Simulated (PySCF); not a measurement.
# Ti²⁰⁺: ionisation energy in even-tempered 15s7p4d3f3g

Aim: the ionisation energy of titanium from differences of total energies, at each level of theory, and how far each lands from the tabulated value where there is one.

Method: unrestricted determinants in a Gaussian basis, no spin-orbit coupling in the energies. Code: PySCF 2.14.0.

## (1) Starting point

```
Element                                   : titanium (Z = 22)
Basis                                     : an even-tempered Gaussian basis (15 s from 18 bohr⁻², ratio 2.2; 7 p from 28 bohr⁻², ratio 2.4; 4 d from 85 bohr⁻², ratio 2.4; 3 f from 130 bohr⁻², ratio 2.4; 3 g from 190 bohr⁻², ratio 2.4)
Hamiltonian                               : the non-relativistic Hamiltonian (point nucleus)
State 1                                   : Ti²⁰⁺: 1s2, closed-shell 1S
Needed too, but not shown                 : Ti²¹⁺ 1s1 (2S)
Methods                                   : CCSD(T)
Core shells frozen in the correlated runs : all electrons: nothing (for Ti²⁰⁺)
```

Outer shells as boxes (Hund's rule):

Ti20+ 1s2
```
1s [↑↓]
```

One driver process ran all states and methods and kept the integrals in memory. Each run is shown as a PySCF script that sums up its settings (the driver passes frozen orbitals as a list and adds second-order terms of double hybrids); the logs are those of the runs themselves. The driver starts from symmetry-adapted Hartree-Fock orbitals, holds the occupation by maximum overlap and uses a logarithmic radial grid for functionals, so a plain start would take other cycles.

The integrals over 104 functions and the set-up took 0.56 s of CPU time.

## (2) Ti²⁰⁺, at CCSD(T) (all electrons)

**CCSD(T) (all electrons)**

Contents of input.py:

```python
from pyscf import gto, scf, dft, mp, cc
mol = gto.M(atom="Ti 0 0 0", charge=20, spin=0, symmetry="D2h",
            basis=gto.etbs([(0, 15, 18, 2.2), (1, 7, 28, 2.4), (2, 4, 85, 2.4), (3, 3, 130, 2.4), (4, 3, 190, 2.4)]))
mf = scf.UHF(mol)
mf.irrep_nelec = {'Ag': (1, 1)}
mf.kernel()
mycc = cc.CCSD(mf, frozen=[[93, 94, 95, 96, 97, 98, 99, 100, 101, 102, 103], [93, 94, 95, 96, 97, 98, 99, 100, 101, 102, 103]]).run()
mycc.ccsd_t()
```

What does the calculation give?

**Answer**, as computed:

| quantity | value |
| --- | --- |
| ionisation energy, Ti²⁰⁺ | UHF 6214.0, FCI (all electrons) 6215.3 eV; reference 6249.0 |

Each level's miss (mean over 1 difference):

| method | mean absolute miss against FCI (all electrons) (eV) |
| --- | --- |
| UHF | 1.240 |
| MP2 (all electrons) | 0.015 |
| SCS-MP2 (all electrons) | 0.230 |
| CCSD (all electrons) | 0.000 |
| CCSD(T) (all electrons) | 0.000 |
| CCSDT (all electrons) | 0.000 |
| FCI (all electrons) | 0.000 |

What this shows: The methods span 1.470 eV, from UHF (6214.0) to SCS-MP2 (all electrons) (6215.5). The reference is uncertain or not like for like (spin-orbit coupling or other relativistic terms), so no ranking of close methods is drawn. All values hold for this basis alone; no basis-set limit was taken.
